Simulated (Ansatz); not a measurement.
Runs of Ansatz 0.2.0 on GaB. The structure is tetragonal, space group P4/mmm (No. 123). Conventional cell: a = 2.718 Å, b = 2.718 Å, c = 3.236 Å, α = 90.00°, β = 90.00°, γ = 90.00°. Ga (site symmetry 4/mmm) is surrounded by 8 B at 2.51 Å and 4 Ga at 2.72 Å. B (site symmetry 4/mmm) has 8 Ga at 2.51 Å and 4 B at 2.72 Å as nearest neighbours. The cell was built by a generator and needn't be a form met in nature.

| task | level | cutoff (eV) | points for each segment of the path | gap on the mesh (eV) | pressure (GPa) |
| --- | --- | --- | --- | --- | --- |
| band structure | HSE06 | 420 | 4 | none | -2.0 |
| band structure | RPBE | 420 | 14 | none | (b) |
| band structure | revPBE | 420 | 14 | none | 1.9 |
| band structure | r2SCAN | 500 | 14 | none | (a) |
| single point | r2SCAN0 | 500 | - | none | -4.3 |
| band structure | BLYP | 420 | 14 | none | 8.5 |
| single point | PBE0 | 420 | - | none | -2.6 |
| band structure | PBEsol | 420 | 14 | none | -4.0 |
| band structure | LDA | 420 | 14 | none | (c) |

Alike in all rows: potentials or basis Ansatz PAW; no spin polarisation; cell as given; k mesh 6 × 6 × 5; smearing fermi-dirac 0.05 eV; the mesh is coarse, so values aren't converged.

Estimate the missing entries.

(a) -2.9; (b) 2.6; (c) -6.7.

Caveats: all runs use coarse meshes; the PAW data sets come from PBE, with cores solved anew for the run's functional, which leaves a small shift of forces and pressure; the thresholds are loose for stress (some runs).

A k mesh can miss the band edges, and the runs leave out spin-orbit coupling on Ga.

A gap of «none» marks a metal or a gap under the smearing width.

Runs at the PBE level aren't shown here.
